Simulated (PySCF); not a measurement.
**Pb(OH)4: other functionals and bases at one geometry**

One table from this session's results is given with a row withheld; the runs are named, their logs left out.

The runs use PySCF 2.14.0; several levels, as the steps say, no spin–orbit coupling.

2 further runs of the same task are left out: 2 for a known fault of the program. Runs told in other sessions of the task aren't counted.

**Starting geometry**

9 atoms, charge 0, spin multiplicity 1.

Bond lengths: Pb1–O2 2.123 Å, Pb1–O4 2.122 Å, Pb1–O6 2.122 Å, Pb1–O8 2.122 Å, O2–H3 0.982 Å, O4–H5 0.983 Å, O6–H7 0.982 Å, O8–H9 0.982 Å. Angles: O2–Pb1–O4 106.0°, O2–Pb1–O6 117.7°, O2–Pb1–O8 105.6°, O4–Pb1–O6 105.7°, O4–Pb1–O8 116.9°, O6–Pb1–O8 105.6°, Pb1–O2–H3 105.0°, Pb1–O4–H5 105.3°, Pb1–O6–H7 105.4°, Pb1–O8–H9 105.1°.

Geometry (Å):

| atom | x (Å) | y (Å) | z (Å) |
| --- | --- | --- | --- |
| Pb1 | 0.0511 | 0.4006 | 0.0044 |
| O2 | 0.0489 | -1.1320 | 1.4733 |
| H3 | -0.4672 | -0.7637 | 2.2235 |
| O4 | 0.2854 | -0.5808 | -1.8623 |
| H5 | -0.1203 | -1.4676 | -1.7415 |
| O6 | 1.6012 | 1.8468 | 0.0905 |
| H7 | 2.3451 | 1.4624 | -0.4231 |
| O8 | -1.7524 | 1.4793 | 0.3017 |
| H9 | -1.5794 | 2.3730 | -0.0665 |

Formal oxidation states: Pb +4. An earlier session relaxed this geometry at BP86, Pb def2-SVP with ECP60, O def2-SVP, H def2-SVP (singlet, point group S4).

At BP86 on the finer grid: E = -496.059071 Eh, HOMO -6.93 eV, LUMO -4.32 eV, Mulliken charge on Pb1 +0.86 e, largest force component 0.021 eV/Å. 

Levels to run: TPSS; HF; TPSSh; M06-L; BP86, TZVP; BP86, x2c-SVP. Hardware: 2 threads of Arm Neoverse V1, shared host.

The first run:

Input file run.py (the lines that set the calculation):

```python
mol = gto.M(atom='''
Pb     0.05114     0.40062     0.00436
O      0.04886    -1.13195     1.47332
H     -0.46722    -0.76365     2.22354
O      0.28537    -0.58085    -1.86232
H     -0.12034    -1.46763    -1.74149
O      1.60115     1.84680     0.09049
H      2.34511     1.46236    -0.42311
O     -1.75241     1.47932     0.30170
H     -1.57943     2.37303    -0.06650''',
    basis={'Pb': 'def2-SVP', 'O': 'def2-SVP', 'H': 'def2-SVP'},
    ecp={'Pb': 'def2-SVP'},
    charge=0, spin=0)
mf = dft.RKS(mol, xc='TPSS')
mf.grids.atom_grid = (75, 302)
mf = mf.density_fit()  # fitting sets: Pb def2-universal-JKFIT, O def2-universal-JKFIT, H def2-universal-JKFIT
mf.conv_tol = 1e-08; mf.max_cycle = 55
mf.kernel(dm0)  # dm0: the density of the relaxed state
```

On the command line:

```bash
$ OMP_NUM_THREADS=2 python run.py
```

Among the steps run: TPSS; HF; TPSSh; M06-L; BP86, TZVP; BP86, x2c-SVP.

One of the session's tables, all rows but one given; the rest of the session is left out.

| level | HOMO (eV) | gap (eV) | charge on Pb1 (e) | largest force component (eV/Å) |
| --- | --- | --- | --- | --- |
| BP86 (relaxed here) | -6.93 | 2.61 | 0.86 | 0.02 |
| TPSS | -6.96 | 2.83 | 0.93 | 0.13 |
| HF | -12.69 | 12.67 | 1.55 | 2.11 |
| TPSSh | -7.71 | 3.83 | 1.00 | 0.43 |
| M06-L | ? | ? | ? | ? |
| BP86, TZVP | -7.44 | 2.69 | 1.12 | 0.36 |
| BP86, x2c-SVP | -6.92 | 2.57 | 0.92 | 0.22 |

**Question.** Estimate the row for M06-L.

The run gave: HOMO (eV): -7.24; gap (eV): 3.12; charge on Pb1 (e): 1.19; largest force component (eV/Å): 0.59. In the column «HOMO (eV)» it lies between BP86, TZVP (-7.44) and TPSS (-6.96).

In one basis the HOMO–LUMO gap runs from 2.61 eV (BP86) to 12.67 eV (HF). The largest leftover force, 2.11 eV/Å with HF, stands at a geometry relaxed at another level. Total energies of different levels can't be compared.
